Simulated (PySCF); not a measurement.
**CeH3(NH3): other functionals and bases at one geometry**

The task here is to estimate one member of a computed series from the others.

Method: several levels, as the steps say, no spin–orbit coupling; program: PySCF 2.14.0.

1 further run of the same task is left out (for a known fault of the program).

### The starting structure

8 atoms, charge 0, spin multiplicity 1.

Bond lengths: Ce1–H2 2.133 Å, Ce1–H3 2.133 Å, Ce1–H4 2.133 Å, Ce1–N5 2.661 Å, N5–H6 1.022 Å, N5–H7 1.022 Å, N5–H8 1.022 Å. Angles: H2–Ce1–H3 117.3°, H2–Ce1–H4 117.3°, H2–Ce1–N5 99.5°, H3–Ce1–H4 117.3°, H3–Ce1–N5 99.5°, H4–Ce1–N5 99.5°, Ce1–N5–H6 112.7°, Ce1–N5–H7 112.7°, Ce1–N5–H8 112.7°, H6–N5–H7 106.0°, H6–N5–H8 106.0°, H7–N5–H8 106.0°.

As a file:

```mol
CeH6N
  3D, bonds by distance, orders not assigned

  8  7  0  0  0  0  0  0  0  0999 V2000
    0.2599   -0.2599    0.2599 Ce  0  0
    1.3221    1.2539    1.3221 H   0  0
   -1.2539   -1.3221    1.3221 H   0  0
    1.3221   -1.3221   -1.2539 H   0  0
   -1.2765    1.2765   -1.2765 N   0  0
   -1.8896    1.8896   -0.7346 H   0  0
   -0.7346    1.8896   -1.8896 H   0  0
   -1.8896    0.7346   -1.8896 H   0  0
  1  2  8  0
  1  3  8  0
  1  4  8  0
  1  5  8  0
  5  6  8  0
  5  7  8  0
  5  8  8  0
M  END
```

Formal oxidation states: Ce +3. Each metal's 1 4f electrons lie in its core potential, so multiplicities, spins and levels count the valence alone. An earlier session relaxed this geometry at PBE0, Ce lcecp-1-SVP with ECP47, H def2-SVP, N def2-SVP (singlet, point group C3v).

At PBE0 on the finer grid: E = -90.420419 Eh, HOMO -6.07 eV, LUMO -0.72 eV, Mulliken charge on Ce1 +0.68 e, largest force component 0.002 eV/Å. 

Levels to run: BP86; r2SCAN; PBE0, TZVP. Hardware: 2 threads of Intel Xeon at 2.50GHz (Skylake/Cascade Lake), shared host.

Set-up of the first run:

The input, run.py (the lines that set the calculation):

```python
mol = gto.M(atom='''
Ce     0.25987    -0.25987     0.25987
H      1.32211     1.25391     1.32211
H     -1.25391    -1.32211     1.32211
H      1.32211    -1.32211    -1.25391
N     -1.27652     1.27652    -1.27652
H     -1.88962     1.88962    -0.73458
H     -0.73458     1.88962    -1.88962
H     -1.88962     0.73458    -1.88962''',
    basis={'Ce': 'lcecp-1-SVP', 'H': 'def2-SVP', 'N': 'def2-SVP'},
    ecp={'Ce': 'lcecp-1-SVP'},
    charge=0, spin=0)
mf = dft.RKS(mol, xc='B88,P86')
mf.grids.atom_grid = (75, 302)  # f atoms: unpruned, at least (60, 302)
mf = mf.density_fit()  # fitting sets: Ce AutoAux, H def2-universal-JKFIT, N def2-universal-JKFIT
mf.conv_tol = 1e-08; mf.max_cycle = 55
mf.kernel(dm0)  # dm0: the density of the relaxed state
```

Started as:

```bash
$ OMP_NUM_THREADS=2 python run.py
```

Steps of the session up to this table: BP86; r2SCAN; PBE0, TZVP.

One of the session's tables, all rows but one given; the rest of the session is left out.

```
              level  HOMO (eV)  gap (eV)  charge on Ce1 (e)  dipole (D)  largest force component (eV/Å)
PBE0 (relaxed here)      -6.07      5.36               0.68        6.36                            0.00
               BP86          ?         ?                  ?           ?                               ?
             r2SCAN      -5.16      3.89               0.67        6.31                            0.06
         PBE0, TZVP      -6.11      5.25               0.87        6.24                            0.23
```

Q: Estimate the row for BP86 from the others.

The run gave: HOMO (eV): -5.02; gap (eV): 3.35; charge on Ce1 (e): 0.53; dipole (D): 6.30; largest force component (eV/Å): 0.26. In the column «HOMO (eV)» it is the highest.

In one basis the HOMO–LUMO gap runs from 3.35 eV (BP86) to 5.36 eV (PBE0). The largest leftover force, 0.26 eV/Å with BP86, stands at a geometry relaxed at another level. With 4f in the core, its levels are missing from HOMO and gap, and its count is fixed, so no charge can pass from the ligands into it. Total energies of different levels can't be compared.
